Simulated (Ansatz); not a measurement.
This script for Ansatz's Python interface starts 3 runs on BH6NSi2, SMILES B1N[SiH2][SiH2]1. What input does the engine get in each?

`run_methods.py`:
```python
# -*- coding: utf-8 -*-
"""One geometry of BH6NSi2, method by method."""

import ansatz as az

BASIS_SET = "cc-pVDZ"

geometry_ang = [
    ("B", [-1.0666, 0.761, -0.4755]),
    ("N", [0.3873, 0.9824, -0.8627]),
    ("Si", [1.1861, -0.368, -0.0719]),
    ("Si", [-0.6741, -0.8316, 0.5585]),
    ("H", [-2.0957, 1.4114, -0.736]),
    ("H", [0.7159, 1.8819, -0.4046]),
    ("H", [2.1099, 0.0978, 1.041]),
    ("H", [1.8057, -1.3039, -1.0422]),
    ("H", [-1.304, -2.0286, -0.0284]),
    ("H", [-0.9814, -0.6535, 2.0247]),
]
system = az.Crystal.molecule()
for symbol, xyz in geometry_ang:
    system = system.atom(symbol, xyz)

setup = system.calculation().basis(gaussian=BASIS_SET)

methods = ["mp2", "ccsd", "ccsd_t"]
reports = [setup.correlation(m).run(threads=1).report for m in methods]
print(f"Hartree-Fock reference {reports[0]['reference_energy_ev'] / 27.211386246:.6f} Ha")
best = reports[-1]["free_energy_ev"] - reports[-1]["reference_energy_ev"]
for method, each in zip(methods, reports):
    gained = each["free_energy_ev"] - each["reference_energy_ev"]
    print(f"{method:8s} total {each['free_energy_ev'] / 27.211386246:.6f} Ha  correlation {gained:9.4f} eV  ({100 * gained / best:.1f} % of the last)")
```

Run 1:
```yaml
crystal:
  periodic: [false, false, false]
  atoms:
    - { symbol: B, position_ang: [-1.0666, 0.761, -0.4755] }
    - { symbol: "N", position_ang: [0.3873, 0.9824, -0.8627] }
    - { symbol: Si, position_ang: [1.1861, -0.368, -0.0719] }
    - { symbol: Si, position_ang: [-0.6741, -0.8316, 0.5585] }
    - { symbol: H, position_ang: [-2.0957, 1.4114, -0.736] }
    - { symbol: H, position_ang: [0.7159, 1.8819, -0.4046] }
    - { symbol: H, position_ang: [2.1099, 0.0978, 1.041] }
    - { symbol: H, position_ang: [1.8057, -1.3039, -1.0422] }
    - { symbol: H, position_ang: [-1.304, -2.0286, -0.0284] }
    - { symbol: H, position_ang: [-0.9814, -0.6535, 2.0247] }
basis:
  gaussian:
    orbitals: cc-pVDZ
correlation:
  method: mp2
```

Run 2, against run 1:
```diff
-  method: mp2
+  method: ccsd
```

Run 3, against run 1:
```diff
-  method: mp2
+  method: ccsd_t
```

Output of `python run_methods.py`:
```text
Hartree-Fock reference -660.426057 Ha
mp2      total -660.876610 Ha  correlation  -12.2602 eV  (86.1 % of the last)
ccsd     total -660.932362 Ha  correlation  -13.7773 eV  (96.7 % of the last)
ccsd_t   total -660.949499 Ha  correlation  -14.2436 eV  (100.0 % of the last)
```

Caveats:
- Total energies depend on the basis set; only differences at equal settings carry meaning.
- The geometry is a force-field or estimated start, not a minimum of this method, and the basis set is short of its limit. A lower total doesn't mark the better method: functionals have no common bound, and MP2 and coupled cluster aren't variational.
- Inner cores stay frozen, so this is valence correlation.
- For Al to Cl the sets with a tight d function, cc-pV(X+d)Z, are usual.
- Timing: 6.9 s on 1 thread of AMD EPYC 9R45 96-Core Processor (Zen 5) (shared host), peak memory 0.38 GiB.

(A comment or docstring line of the script was reworded after the run, the code is as it ran; lines on the test bed's own set-up are left out of the output.)
